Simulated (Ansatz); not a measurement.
## ZrOs3: equation of state with PBE

ZrOs3:

```
Os Zr
1.0
     3.99659    0.00000    0.00000
     0.00000    3.99659    0.00000
     0.00000    0.00000    3.99659
Os Zr
3 1
Direct
  0.00000 0.50000 0.50000
  0.50000 0.00000 0.50000
  0.50000 0.50000 0.00000
  0.00000 0.00000 0.00000
```

The cell comes from a database or a generator and needn't be the stable form of this composition.

- Program: Ansatz 0.2.0
- Task: equation of state
- Functional: PBE
- Potentials or basis: Ansatz PAW
- Cutoff: 420 eV
- Density cutoff: 1680 eV
- k mesh: 7 × 7 × 7
- Occupations: fermi-dirac, width 0.05 eV
- Spin: no spin polarisation

```yaml
Equilibrium_volume: 15.83 Å³/atom
Bulk_modulus: 275 GPa
Pressure_derivative_of_the_bulk_modulus: 4.5
```

Energy against volume, from the lowest point:
```csv
volume (Å³/atom),energy (meV/atom)
15.002,40.67
15.321,14.35
15.640,1.25
15.959,0.00
16.278,9.34
16.597,28.18
16.917,55.49
```

All runs of the series together: 23 s on 2 threads of Intel(R) Xeon(R) Processor @ 2.50GHz (Skylake/Cascade Lake) (shared host).

The run has no spin-orbit coupling, so splittings on Os are missing.
